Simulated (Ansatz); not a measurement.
# CH7IOSi2: the cost of one run

Method: RKS r2SCAN/def2-SVP, in Ansatz 0.2.0.

1 further run of the same task is left out (it didn't finish).

## (1) Starting point

Bond lengths: C1–Si2 1.785 Å, Si2–O3 1.668 Å, Si2–Si4 2.301 Å, Si2–I5 2.454 Å, C1–H6 1.117 Å, C1–H7 1.136 Å, C1–H8 1.077 Å, O3–H9 0.971 Å, Si4–H10 1.535 Å, Si4–H11 1.535 Å, Si4–H12 1.445 Å. Angles (14 of 19 angles, heavy atoms first): C1–Si2–O3 111.6°, C1–Si2–Si4 110.2°, C1–Si2–I5 108.4°, O3–Si2–Si4 111.6°, O3–Si2–I5 106.3°, Si4–Si2–I5 108.6°, Si2–C1–H6 115.6°, Si2–C1–H7 112.2°, Si2–C1–H8 114.0°, Si2–O3–H9 113.4°, Si2–Si4–H10 109.5°, Si2–Si4–H11 110.1°, Si2–Si4–H12 114.5°, H6–C1–H7 103.1°.

As a file:

```xyz
12

C    -1.0890    1.1403   -0.3407
Si    0.4507    0.2394   -0.2884
O     0.9761   -0.1673   -1.8180
Si    0.2387   -1.6166    1.0551
I     2.1735    1.7042    0.6649
H    -1.4665    1.5089    0.6439
H    -1.0095    2.0912   -0.9579
H    -1.8980    0.5982   -0.8006
H     1.4200    0.5621   -2.2801
H    -0.8779   -2.5188    0.5103
H    -0.2929   -1.2095    2.4365
H     1.4519   -2.3871    1.2091
```

## (2) End point A

Contents of input.yaml:

```yaml
crystal:
  periodic: [false, false, false]
  atoms:
    - { symbol: C, position_ang: [-1.089, 1.1403, -0.3407] }
    - { symbol: Si, position_ang: [0.4507, 0.2394, -0.2884] }
    - { symbol: O, position_ang: [0.9761, -0.1673, -1.818] }
    - { symbol: Si, position_ang: [0.2387, -1.6166, 1.0551] }
    - { symbol: I, position_ang: [2.1735, 1.7042, 0.6649] }
    - { symbol: H, position_ang: [-1.4665, 1.5089, 0.6439] }
    - { symbol: H, position_ang: [-1.0095, 2.0912, -0.9579] }
    - { symbol: H, position_ang: [-1.898, 0.5982, -0.8006] }
    - { symbol: H, position_ang: [1.42, 0.5621, -2.2801] }
    - { symbol: H, position_ang: [-0.8779, -2.5188, 0.5103] }
    - { symbol: H, position_ang: [-0.2929, -1.2095, 2.4365] }
    - { symbol: H, position_ang: [1.4519, -2.3871, 1.2091] }
basis:
  gaussian: { orbitals: def2-SVP }
hamiltonian:
  xc: r2scan
relax:
  f_tol: 0.015
  max_steps: 40
```

Started as:

```bash
$ ansatz run input.yaml --threads 2 --pin off --max-ram 3072MiB --backend cpu --events-out ev --progress --plain --runs-dir out
```

What time and memory should one allow on 2 threads of Intel Xeon Platinum 8488C (Sapphire Rapids), shared host?

About 32 s, with a peak of 0.22 GiB.
